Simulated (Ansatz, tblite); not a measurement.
# The cluster Al₁₀Sb₉Cl₃: removing and adding an electron, part 2 of 2

Aim: the energy of removing and adding an electron for the cluster Al₁₀Sb₉Cl₃, by energy differences, and how well orbital energies stand in for it.

Ansatz 0.2.0, Gaussian basis; as each input shows.

## (10) Relaxing the charge -1 doublet

File in.yaml:

```yaml
crystal:
  periodic: [false, false, false]
  atoms:
    - {symbol: Al, position_ang: [-2.832494, -1.309822, -2.955190]}
    - {symbol: Al, position_ang: [-2.441351, 1.171092, 1.175412]}
    - {symbol: Al, position_ang: [-1.080364, -3.109473, -3.010249]}
    - {symbol: Al, position_ang: [-0.728725, -0.695850, -0.789426]}
    - {symbol: Al, position_ang: [1.287969, -2.578016, 1.401076]}
    - {symbol: Al, position_ang: [1.743216, -0.402393, -2.015774]}
    - {symbol: Al, position_ang: [2.374326, 0.609915, 2.455845]}
    - {symbol: Al, position_ang: [-0.384197, 1.726543, -2.229923]}
    - {symbol: Al, position_ang: [0.994018, 1.167493, 0.180303]}
    - {symbol: Al, position_ang: [0.378472, 2.053638, 3.188808]}
    - {symbol: Sb, position_ang: [-0.936641, -1.180782, -4.883058]}
    - {symbol: Sb, position_ang: [-2.858768, 0.912601, -1.550574]}
    - {symbol: Sb, position_ang: [-1.305625, 3.541379, 1.685233]}
    - {symbol: Sb, position_ang: [1.078314, 0.842499, -4.292041]}
    - {symbol: Sb, position_ang: [0.912167, -2.849312, -1.312123]}
    - {symbol: Sb, position_ang: [-0.438915, -0.552746, 1.970295]}
    - {symbol: Sb, position_ang: [3.738929, -1.614699, 1.873833]}
    - {symbol: Sb, position_ang: [3.608251, 0.445277, -0.194720]}
    - {symbol: Sb, position_ang: [0.519894, 3.647768, -0.570728]}
    - {symbol: Cl, position_ang: [-4.231216, 0.598343, 2.198495]}
    - {symbol: Cl, position_ang: [0.727527, -4.380730, 2.413880]}
    - {symbol: Cl, position_ang: [-0.157287, 1.913875, 5.262324]}
basis:
  gaussian: {orbitals: def2-SVP, fitting: {mean_field: def2-universal-jkfit}}
total_charge: -1
magnetization: {spin_polarized: true, initial_magnetization: 1}
hamiltonian: {xc: pbe, dispersion: d4}
scf: {lower_state_search: "off"}
output: {orbitals: {seedname: orbitals}}
relax: {f_tol: 0.03, max_steps: 70}
```

Launch:

```
$ ansatz run in.yaml --threads 2 --pin off --events-out ev --progress --plain --max-ram 32768MiB --backend cuda --devices 0, --max-vram 18GiB
```

Standard output:

```text
Functional definition: PBE
  name "PBE"
  cite "Perdew, Burke & Ernzerhof, Phys. Rev. Lett. 77, 3865 (1996) doi:10.1103/PhysRevLett.77.3865"
  parent pbe
  parameter kappa = 0.804
  parameter beta = 0.06672455060314922
  exchange = pbe_x(kappa = kappa, mu = beta*pi^2/3)
  correlation = pbe_c(beta = beta)
these checks for a lower state are left out or cut short: stability, starts, cluster_reference, orbital_swaps, neighbouring_geometries, increment
3626 factors; integrals over basis functions are off by at most 3.0e-2 eV
mean field evaluation 1: about -162315.0125 eV, gradient 1.9e1 eV
mean field evaluation 2: about -162258.5327 eV, gradient 7.8e1 eV
mean field evaluation 4: about -162316.5624 eV, gradient 1.3e1 eV
mean field evaluation 8: about -162317.9427 eV, gradient 1.4e0 eV
mean field evaluation 16: about -162317.9740 eV, gradient 2.8e-2 eV
mean field evaluation 32: about -162317.9740 eV, gradient 7.8e-5 eV
mean field -162317.97400088 eV, -5965.0755214581 hartree, gradient 3.1e-6 eV, S^2 0.762262; 0 other end points of the search recorded, 0 dependent functions left out
the calculation of the forces begins
reference -162317.97406492 eV, -5965.0755238113 hartree; 195, 194 occupied and 273, 274 virtual orbitals, 3626 factors
relax step   1: F+E_penalty+E_count = -162321.34289171 eV  Δ(F+E_penalty+E_count) = +0.000e0 eV  max|allowed force component| = 7.068e-1 eV/Å  Δτ_max = 0.0000 Å  (38 SCF iters, accepted)
these checks for a lower state are left out or cut short: stability, starts, cluster_reference, orbital_swaps, neighbouring_geometries, increment
3626 factors; integrals over basis functions are off by at most 3.0e-2 eV
mean field -162318.28828120 eV, -5965.0870710468 hartree, gradient 2.0e-6 eV, S^2 0.755688; 0 other end points of the search recorded, 0 dependent functions left out
the calculation of the forces begins
reference -162318.28834525 eV, -5965.0870734003 hartree; 195, 194 occupied and 273, 274 virtual orbitals, 3626 factors
relax step   2: F+E_penalty+E_count = -162321.65621528 eV  Δ(F+E_penalty+E_count) = -3.133e-1 eV  max|allowed force component| = 4.012e-1 eV/Å  Δτ_max = 0.1948 Å  (39 SCF iters, accepted)
these checks for a lower state are left out or cut short: stability, starts, cluster_reference, orbital_swaps, neighbouring_geometries, increment
3626 factors; integrals over basis functions are off by at most 3.0e-2 eV
mean field -162318.41424986 eV, -5965.0917003095 hartree, gradient 3.4e-6 eV, S^2 0.754448; 0 other end points of the search recorded, 0 dependent functions left out
the calculation of the forces begins
reference -162318.41431377 eV, -5965.0917026581 hartree; 195, 194 occupied and 273, 274 virtual orbitals, 3626 factors
relax step   3: F+E_penalty+E_count = -162321.79501420 eV  Δ(F+E_penalty+E_count) = -1.388e-1 eV  max|allowed force component| = 2.810e-1 eV/Å  Δτ_max = 0.1955 Å  (36 SCF iters, accepted)
these checks for a lower state are left out or cut short: stability, starts, cluster_reference, orbital_swaps, neighbouring_geometries, increment
3626 factors; integrals over basis functions are off by at most 3.0e-2 eV
mean field evaluation 64: about -162318.4573 eV, gradient 5.8e-3 eV
mean field -162318.45732827 eV, -5965.0932834117 hartree, gradient 2.2e-6 eV, S^2 0.754250; 0 other end points of the search recorded, 0 dependent functions left out
the calculation of the forces begins
reference -162318.45739213 eV, -5965.0932857588 hartree; 195, 194 occupied and 273, 274 virtual orbitals, 3626 factors
relax step   4: F+E_penalty+E_count = -162321.84536271 eV  Δ(F+E_penalty+E_count) = -5.035e-2 eV  max|allowed force component| = 1.265e-1 eV/Å  Δτ_max = 0.0875 Å  (37 SCF iters, accepted)
these checks for a lower state are left out or cut short: stability, starts, cluster_reference, orbital_swaps, neighbouring_geometries, increment
3626 factors; integrals over basis functions are off by at most 3.0e-2 eV
mean field -162318.44812782 eV, -5965.0929453016 hartree, gradient 2.2e-6 eV, S^2 0.756245; 0 other end points of the search recorded, 0 dependent functions left out
the calculation of the forces begins
reference -162318.44819139 eV, -5965.0929476378 hartree; 195, 194 occupied and 273, 274 virtual orbitals, 3626 factors
relax step   5: F+E_penalty+E_count = -162321.84459369 eV  Δ(F+E_penalty+E_count) = +7.690e-4 eV  max|allowed force component| = 1.512e-1 eV/Å  Δτ_max = 0.0929 Å  (43 SCF iters, rejected (line search))
these checks for a lower state are left out or cut short: stability, starts, cluster_reference, orbital_swaps, neighbouring_geometries, increment
3626 factors; integrals over basis functions are off by at most 3.0e-2 eV
mean field -162318.47142003 eV, -5965.0938012745 hartree, gradient 7.7e-6 eV, S^2 0.754523; 0 other end points of the search recorded, 0 dependent functions left out
the calculation of the forces begins
reference -162318.47148378 eV, -5965.0938036174 hartree; 195, 194 occupied and 273, 274 virtual orbitals, 3626 factors
relax step   6: F+E_penalty+E_count = -162321.86197510 eV  Δ(F+E_penalty+E_count) = -1.661e-2 eV  max|allowed force component| = 5.532e-2 eV/Å  Δτ_max = 0.0463 Å  (32 SCF iters, accepted)
these checks for a lower state are left out or cut short: stability, starts, cluster_reference, orbital_swaps, neighbouring_geometries, increment
3626 factors; integrals over basis functions are off by at most 3.0e-2 eV
mean field -162318.47534536 eV, -5965.0939455278 hartree, gradient 2.1e-6 eV, S^2 0.754785; 0 other end points of the search recorded, 0 dependent functions left out
the calculation of the forces begins
reference -162318.47540898 eV, -5965.0939478656 hartree; 195, 194 occupied and 273, 274 virtual orbitals, 3626 factors
relax step   7: F+E_penalty+E_count = -162321.86907514 eV  Δ(F+E_penalty+E_count) = -7.100e-3 eV  max|allowed force component| = 4.808e-2 eV/Å  Δτ_max = 0.0516 Å  (36 SCF iters, accepted)
these checks for a lower state are left out or cut short: stability, starts, cluster_reference, orbital_swaps, neighbouring_geometries, increment
3626 factors; integrals over basis functions are off by at most 3.0e-2 eV
mean field evaluation 96: about -162318.2145 eV, gradient 1.2e1 eV
mean field -162318.46712077 eV, -5965.0936432798 hartree, gradient 2.6e-6 eV, S^2 0.756171; 0 other end points of the search recorded, 0 dependent functions left out
the calculation of the forces begins
reference -162318.46718443 eV, -5965.0936456191 hartree; 195, 194 occupied and 273, 274 virtual orbitals, 3626 factors
relax step   8: F+E_penalty+E_count = -162321.86167514 eV  Δ(F+E_penalty+E_count) = +7.400e-3 eV  max|allowed force component| = 1.657e-1 eV/Å  Δτ_max = 0.1364 Å  (46 SCF iters, rejected (line search))
these checks for a lower state are left out or cut short: stability, starts, cluster_reference, orbital_swaps, neighbouring_geometries, increment
3626 factors; integrals over basis functions are off by at most 3.0e-2 eV
mean field -162318.47898234 eV, -5965.0940791844 hartree, gradient 2.8e-6 eV, S^2 0.755248; 0 other end points of the search recorded, 0 dependent functions left out
the calculation of the forces begins
reference -162318.47904593 eV, -5965.0940815213 hartree; 195, 194 occupied and 273, 274 virtual orbitals, 3626 factors
relax step   9: F+E_penalty+E_count = -162321.87335394 eV  Δ(F+E_penalty+E_count) = -4.279e-3 eV  max|allowed force component| = 2.319e-2 eV/Å  Δτ_max = 0.0680 Å  (38 SCF iters, accepted)
these checks for a lower state are left out or cut short: stability, starts, cluster_reference, orbital_swaps, neighbouring_geometries, increment
3626 factors; integrals over basis functions are off by at most 3.0e-2 eV
mean field -162318.47793424 eV, -5965.0940406672 hartree, gradient 4.6e-6 eV, S^2 0.754914; 0 other end points of the search recorded, 0 dependent functions left out
the calculation of the forces begins
reference -162318.47799777 eV, -5965.0940430020 hartree; 195, 194 occupied and 273, 274 virtual orbitals, 3626 factors
relax step  10: F+E_penalty+E_count = -162321.87429097 eV  Δ(F+E_penalty+E_count) = -9.370e-4 eV  max|allowed force component| = 1.892e-2 eV/Å  Δτ_max = 0.0385 Å  (33 SCF iters, accepted)
Total energy: -162321.87435450 eV, -5965.2188568098 hartree
Atom 0 at    -2.827771    -1.238607    -2.749909 Å, force     0.004409    -0.011761    -0.004331 eV/Å
Atom 1 at    -2.441399     1.275725     1.070880 Å, force    -0.010285     0.002241     0.001494 eV/Å
Atom 2 at    -0.995135    -2.933403    -2.616531 Å, force    -0.016609    -0.003738    -0.018917 eV/Å
Atom 3 at    -0.807370    -0.795140    -0.898303 Å, force     0.002615     0.006572     0.001683 eV/Å
Atom 4 at     1.351846    -2.564735     1.256903 Å, force     0.002730     0.007496     0.003439 eV/Å
Atom 5 at     1.711798    -0.442796    -2.030357 Å, force     0.003222     0.002990    -0.004634 eV/Å
Atom 6 at     2.311126     0.560370     2.417157 Å, force     0.001447     0.006812     0.004979 eV/Å
Atom 7 at    -0.413956     1.742783    -2.232452 Å, force    -0.001032     0.000531    -0.006175 eV/Å
Atom 8 at     0.911474     1.054363     0.128039 Å, force     0.004185     0.000939    -0.000475 eV/Å
Atom 9 at     0.286316     1.946022     3.139959 Å, force    -0.006672    -0.002830     0.010024 eV/Å
Atom 10 at    -0.986105    -1.251363    -4.734971 Å, force     0.010266     0.000278     0.013561 eV/Å
Atom 11 at    -2.949521     1.142732    -1.591298 Å, force     0.000412     0.012890     0.010136 eV/Å
Atom 12 at    -1.264722     3.598985     1.691789 Å, force     0.007357    -0.006436     0.007984 eV/Å
Atom 13 at     1.048505     0.833760    -4.283029 Å, force    -0.000434    -0.004982    -0.004440 eV/Å
Atom 14 at     1.342234    -3.015326    -1.402784 Å, force     0.006712    -0.006816    -0.003741 eV/Å
Atom 15 at    -0.530175    -0.628445     1.852322 Å, force    -0.006950     0.007387     0.008530 eV/Å
Atom 16 at     3.770980    -1.593519     1.879139 Å, force     0.001553     0.005080    -0.003210 eV/Å
Atom 17 at     3.568788     0.484410    -0.177917 Å, force    -0.005274    -0.008969    -0.004442 eV/Å
Atom 18 at     0.593272     3.592363    -0.540208 Å, force     0.003247    -0.005869    -0.007927 eV/Å
Atom 19 at    -4.192123     0.746878     2.225064 Å, force    -0.000846    -0.001472     0.000620 eV/Å
Atom 20 at     0.770252    -4.326999     2.376464 Å, force     0.001667     0.004874     0.000510 eV/Å
Atom 21 at    -0.290815     1.768541     5.221742 Å, force    -0.001719    -0.005214    -0.004670 eV/Å
Dipole moment:     0.618768     0.354667    -0.730014 e Å
Checks for a lower state left out: stability, starts, cluster_reference, orbital_swaps, neighbouring_geometries, increment
```

It took 82 s on 1 × H100 (card shared with other runs) with 2 threads of AMD EPYC 7R13, shared host; peak host memory 1.2 GiB.

The steps of the relaxation: (the energy doesn't fall at every step)

| step | energy from step 1 (eV) | largest force component (eV/Å) |
| --- | --- | --- |
| 1 | 0.0000 | 0.7068 |
| 2 | -0.3133 | 0.4012 |
| 3 | -0.4521 | 0.2810 |
| 4 | -0.5025 | 0.1265 |
| 5 | -0.5017 | 0.1512 |
| 6 | -0.5191 | 0.0553 |
| 7 | -0.5262 | 0.0481 |
| 8 | -0.5188 | 0.1657 |
| 9 | -0.5305 | 0.0232 |
| 10 | -0.5314 | 0.0189 |

The force was under the threshold of 0.03 eV/Å already at step 9, but the program went on to step 10.

Close pairs (by a distance rule), those that changed most:

| bond | before (Å) | after (Å) | change (Å) |
| --- | --- | --- | --- |
| Al3–Al4 | 3.299 | 2.749 | -0.549 |
| Al4–Sb15 | 2.757 | 3.131 | +0.374 |
| Al1–Al4 | 3.081 | 2.776 | -0.305 |
| Al4–Sb12 | 2.776 | 2.971 | +0.195 |
| Al9–Sb16 | 2.866 | 2.808 | -0.059 |
| Al2–Sb12 | 2.770 | 2.713 | -0.056 |
| Al6–Al9 | 2.802 | 2.746 | -0.056 |
| Al5–Sb15 | 2.753 | 2.698 | -0.055 |

Contacts that opened: Al4–Sb15 2.76 to 3.13 Å.

## (11) Charge -1 doublet, PBE0-D4/def2-SVP

File in.yaml:

```yaml
crystal:
  periodic: [false, false, false]
  atoms:
    - {symbol: Al, position_ang: [-2.827771, -1.238607, -2.749909]}
    - {symbol: Al, position_ang: [-2.441399, 1.275725, 1.070880]}
    - {symbol: Al, position_ang: [-0.995135, -2.933403, -2.616531]}
    - {symbol: Al, position_ang: [-0.807370, -0.795140, -0.898303]}
    - {symbol: Al, position_ang: [1.351846, -2.564735, 1.256903]}
    - {symbol: Al, position_ang: [1.711798, -0.442796, -2.030357]}
    - {symbol: Al, position_ang: [2.311126, 0.560370, 2.417157]}
    - {symbol: Al, position_ang: [-0.413956, 1.742783, -2.232452]}
    - {symbol: Al, position_ang: [0.911474, 1.054363, 0.128039]}
    - {symbol: Al, position_ang: [0.286316, 1.946022, 3.139959]}
    - {symbol: Sb, position_ang: [-0.986105, -1.251363, -4.734971]}
    - {symbol: Sb, position_ang: [-2.949521, 1.142732, -1.591298]}
    - {symbol: Sb, position_ang: [-1.264722, 3.598985, 1.691789]}
    - {symbol: Sb, position_ang: [1.048505, 0.833760, -4.283029]}
    - {symbol: Sb, position_ang: [1.342234, -3.015326, -1.402784]}
    - {symbol: Sb, position_ang: [-0.530175, -0.628445, 1.852322]}
    - {symbol: Sb, position_ang: [3.770980, -1.593519, 1.879139]}
    - {symbol: Sb, position_ang: [3.568788, 0.484410, -0.177917]}
    - {symbol: Sb, position_ang: [0.593272, 3.592363, -0.540208]}
    - {symbol: Cl, position_ang: [-4.192123, 0.746878, 2.225064]}
    - {symbol: Cl, position_ang: [0.770252, -4.326999, 2.376464]}
    - {symbol: Cl, position_ang: [-0.290815, 1.768541, 5.221742]}
basis:
  gaussian: {orbitals: def2-SVP, fitting: {mean_field: def2-universal-jkfit}, initial_orbitals: start.molden}
total_charge: -1
magnetization: {spin_polarized: true, initial_magnetization: 1}
hamiltonian: {xc: pbe0, dispersion: d4}
scf: {omitted_lower_state_checks: [starts]}
output: {orbitals: {seedname: orbitals}}
```

Launched as before.

Standard output:

```text
Functional definition: PBE0
  name "PBE0"
  cite "Adamo & Barone, J. Chem. Phys. 110, 6158 (1999) doi:10.1063/1.478522"
  cite "Perdew, Burke & Ernzerhof, Phys. Rev. Lett. 77, 3865 (1996) doi:10.1103/PhysRevLett.77.3865"
  parent pbe
  parameter a = 0.25
  parameter kappa = 0.804
  parameter beta = 0.06672455060314922
  exchange = (1 - a)*pbe_x(kappa = kappa, mu = beta*pi^2/3) + a*exact_x
  correlation = pbe_c(beta = beta)
these checks for a lower state are left out or cut short: starts
3626 factors; integrals over basis functions are off by at most 3.0e-2 eV
mean field evaluation 1: about -162329.9619 eV, gradient 9.7e0 eV
mean field evaluation 2: about -162330.4203 eV, gradient 5.8e-1 eV
mean field evaluation 4: about -162330.4470 eV, gradient 6.5e-2 eV
mean field evaluation 8: about -162330.4471 eV, gradient 1.8e-5 eV
mean field -162330.44708803 eV, -5965.5338989562 hartree, gradient 1.8e-5 eV, S^2 0.766746; 0 other end points of the search recorded, 0 dependent functions left out
reference -162330.44713586 eV, -5965.5339007137 hartree; 195, 194 occupied and 273, 274 virtual orbitals, 3626 factors
Total energy: -162333.55535868 eV, -5965.6481257957 hartree
Checks for a lower state left out: starts
```

It took 18 s on 1 × H100 (card shared with other runs) with 2 threads of AMD EPYC 7R13, shared host; peak host memory 1.2 GiB.

HOMO -3.11 eV, LUMO -1.69 eV (over both spins); ⟨S²⟩ 0.767 (pure: 0.75).

## (12) Charge -1 doublet, PBE-D4/def2-SVP

Changes to in.yaml since step 11:

```diff
@@ -29,3 +29,3 @@
 magnetization: {spin_polarized: true, initial_magnetization: 1}
-hamiltonian: {xc: pbe0, dispersion: d4}
+hamiltonian: {xc: pbe, dispersion: d4}
 scf: {omitted_lower_state_checks: [starts]}
```

The command is unchanged.

Standard output:

```text
Functional definition: PBE
  name "PBE"
  cite "Perdew, Burke & Ernzerhof, Phys. Rev. Lett. 77, 3865 (1996) doi:10.1103/PhysRevLett.77.3865"
  parent pbe
  parameter kappa = 0.804
  parameter beta = 0.06672455060314922
  exchange = pbe_x(kappa = kappa, mu = beta*pi^2/3)
  correlation = pbe_c(beta = beta)
these checks for a lower state are left out or cut short: starts
3626 factors; integrals over basis functions are off by at most 3.0e-2 eV
mean field evaluation 1: about -162318.0033 eV, gradient 9.5e0 eV
mean field evaluation 2: about -162318.4494 eV, gradient 6.4e-1 eV
mean field evaluation 4: about -162318.4778 eV, gradient 6.6e-2 eV
mean field evaluation 8: about -162318.4779 eV, gradient 2.6e-5 eV
mean field -162318.47792134 eV, -5965.0940401934 hartree, gradient 7.7e-6 eV, S^2 0.754914; 0 other end points of the search recorded, 0 dependent functions left out
reference -162318.47798506 eV, -5965.0940425351 hartree; 195, 194 occupied and 273, 274 virtual orbitals, 3626 factors
Total energy: -162321.87434177 eV, -5965.2188563417 hartree
Checks for a lower state left out: starts
```

Run time: 13 s. Hardware: 1 × H100 (card shared with other runs) with 2 threads of AMD EPYC 7R13, shared host; peak host memory 1.2 GiB.

HOMO -2.33 eV, LUMO -2.03 eV (over both spins); ⟨S²⟩ 0.755 (pure: 0.75).

## (13) Adiabatic electron affinity

Starting state less charged state (positive: the electron is bound), singlet to doublet; the starting state's energies are those of its earlier runs.

| level | adiabatic electron affinity (eV) | time |
| --- | --- | --- |
| PBE-D4/def2-SVP | +3.40 | 21 s |
| PBE0-D4/def2-SVP | +3.56 | 25 s |

Times add the two runs; a level without a time comes out of a correlated run.

## (14) What came out

What follows sums up all 2 parts.

```
                                            quantity                               value
 vertical ionisation energy, functionals in def2-SVP  6.54 (PBE-D4) to 6.84 eV (PBE0-D4)
 vertical electron affinity, functionals in def2-SVP  2.87 (PBE-D4) to 3.06 eV (PBE0-D4)
adiabatic electron affinity, functionals in def2-SVP  3.40 (PBE-D4) to 3.56 eV (PBE0-D4)
       relaxation of the anion side, PBE-D4/def2-SVP                             0.53 eV
```

The vertical ionisation energy spans 6.54 to 6.84 eV over the functionals. −ε(HOMO) misses the level's own difference by -0.99 eV at best (PBE0-D4) and -1.44 eV at worst (PBE-D4). The vertical electron affinity spans 2.87 to 3.06 eV over the functionals. −ε(LUMO) misses the level's own difference by +0.87 eV at best (PBE0-D4) and +1.40 eV at worst (PBE-D4). The adiabatic electron affinity spans 3.40 to 3.56 eV over the functionals. Relaxing the reduced state gains 0.53 eV at PBE-D4/def2-SVP. Some contacts opened when a charged state relaxed, so the adiabatic value holds a change of structure.
